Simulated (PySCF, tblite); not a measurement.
**C6H10FO radical: geometry, infrared bands and EPR parameters**

Aim: predict the infrared bands and EPR parameters of C6H10FO radical (`C=C([CH]C)COCF`).

Computed with tblite 0.8.0 and PySCF 2.14.0, with density-fitted response routines of our own, on a single molecule in the gas phase. Atoms count from 0, in the outputs and in this text.

## 1. Starting geometry

18 atoms, charge 0, multiplicity 2; geometry from: force field or distance geometry start.

Bonds of the start (Å): C0–C1 1.34, C1–C2 1.47, C2–C3 1.48, C1–C4 1.51, C4–O5 1.43, O5–C6 1.41, C6–F7 1.36, C0–H8 1.09, C0–H9 1.07, C2–H10 1.08, C3–H11 1.09, C3–H12 1.11, C3–H13 1.10, C4–H14 1.11, C4–H15 1.10, C6–H16 1.09, C6–H17 1.09.

## 2. Relaxing the molecule with GFN2-xTB

Job settings and geometry (Å):

```
{"job": {"kind": "relax", "xc": "GFN2-xTB", "basis": "xTB"}, "charge": 0, "multiplicity": 2}
C      0.964400     2.239500    -0.318300
C      0.659400     0.993400     0.060400
C      1.749600     0.109100     0.499200
C      1.533200    -1.311100     0.848000
C     -0.765700     0.488700     0.103300
O     -0.925200    -0.524900    -0.895500
C     -2.261700    -0.965900    -0.969300
F     -2.613000    -1.439500     0.258100
H      0.185600     2.927300    -0.638400
H      1.970200     2.616800    -0.330600
H      2.759400     0.476000     0.454400
H      1.308200    -1.919000    -0.030900
H      0.723700    -1.439500     1.596400
H      2.451700    -1.720400     1.304700
H     -1.465700     1.318800    -0.114900
H     -1.010600     0.099000     1.102600
H     -2.333200    -1.779200    -1.688300
H     -2.938900    -0.162600    -1.252400
```

Run with:

```bash
> OMP_NUM_THREADS=1 python probes_run.py task.json out
```

One launch serves the whole session: the jobs run in the order shown.

**Question.** This job is followed by: GFN2-xTB harmonic vibrations, gas phase; UKS B3LYP, pcH-1 on C F H O, non-relativistic, mean-field spin-orbit, GIAO. Predict these results of the whole session: strongest single infrared mode (GFN2-xTB); zero-point energy (GFN2-xTB); g(iso) (B3LYP); ⟨S²⟩; largest a(iso) (averaged by class); potential on the surface of density 0.002 e/bohr³, 1st and 99th percentile.

**Answer**, as computed:

| quantity | value |
| --- | --- |
| strongest single infrared mode (GFN2-xTB) | 1134 cm⁻¹, 171 km/mol |
| zero-point energy (GFN2-xTB) | 90.5 kcal/mol |
| g(iso) (B3LYP) | 2.00265 |
| ⟨S²⟩ | 0.777 (exact 0.75) |
| largest a(iso) (averaged by class) | 13C on C2, 59.4 MHz |
| potential on the surface of density 0.002 e/bohr³, 1st and 99th percentile | -1.08 V and 0.97 V |

Relaxing lowered the energy by 0.264 eV in 81 steps; the close pair that moved most is C1–C2, from 1.471 to 1.386 Å. The lowest mode is imaginary (57i cm⁻¹), so the xTB geometry is not a minimum: the zero-point energy counts the real modes alone, and all values at this geometry belong to a saddle point. The strongest single mode, at 1134 cm⁻¹, moves mainly O5 and C6. GFN2-xTB is a fitted tight-binding method: band positions and strengths are rough. Its intensities can rank the bands wrongly. The largest spin populations lie on C2 (0.69 e), C0 (0.65 e). The isotropic g lies 0.3 ppt above the free-electron value. These values are for one conformer; the search (at its own cheap level) found 2 more, at 0.86, 1.26 kcal/mol, and measured spectra average over such forms.
